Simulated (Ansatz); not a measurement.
From input file to script: BrGeH, SMILES [GeH][Br] in Ansatz 0.2.0.

```yaml
crystal:
  periodic: [false, false, false]
  atoms:
    - { symbol: Ge, position_ang: [0.3208, -0.7707, 0.0835] }
    - { symbol: Br, position_ang: [0.7854, 1.4802, 0.5933] }
    - { symbol: H, position_ang: [-1.1172, -0.7744, -0.6901] }
basis:
  gaussian:
    orbitals: def2-SVP
correlation:
  method: sc_nevpt2
  active_space:
    window:
      electrons: 2
      orbitals: 2
```

`cas_brgeh.py`:
```python
"""Active-space calculation on BrGeH."""

import ansatz

BASIS_SET = "def2-SVP"

geometry_ang = [
    ("Ge", [0.3208, -0.7707, 0.0835]),
    ("Br", [0.7854, 1.4802, 0.5933]),
    ("H", [-1.1172, -0.7744, -0.6901]),
]
geometry = ansatz.Crystal.molecule()
for symbol, xyz in geometry_ang:
    geometry = geometry.atom(symbol, xyz)

setup = (
    geometry.calculation()
    .basis(gaussian=BASIS_SET)
    .correlation(active_electrons=2, active_orbitals=2)
)
for method in ["sc_nevpt2"]:
    r = (setup if method is None else setup.correlation(method)).run(threads=1).report
    space = r["configurations"]
    state = space["states"][0]
    print(method or "casscf", f"total {r['free_energy_ev'] / 27.211386246:.6f} Ha, active-space state {state['energy']['hartree']:.6f} Ha, mean field {r['reference_energy_ev'] / 27.211386246:.6f} Ha")
    print("  determinants", state["n_determinants"], " natural occupations", [round(n, 3) for n in space["natural_occupations"]])
print("effectively unpaired electrons, sum of min(n, 2 - n):", round(sum(min(n, 2 - n) for n in space["natural_occupations"]), 3))
```

`python cas_brgeh.py` gives:
```text
sc_nevpt2 total -4648.236841 Ha, active-space state -4647.815230 Ha, mean field -4647.798216 Ha
  determinants 2  natural occupations [1.935, 0.065]
effectively unpaired electrons, sum of min(n, 2 - n): 0.13
```

What to keep in mind:
- Total energies depend on the basis set; only differences at equal settings carry meaning.
- The geometry is a force-field or estimated start, not a minimum of this method, and the basis set is short of its limit. The active space starts as a window about the frontier orbitals and is then optimised, not chosen by chemistry.
- Wall time of the script: 3.6 s on 1 thread of Arm Neoverse V2 (shared host), peak memory 0.22 GiB.

(Lines on the test bed's own set-up are left out of the output.)
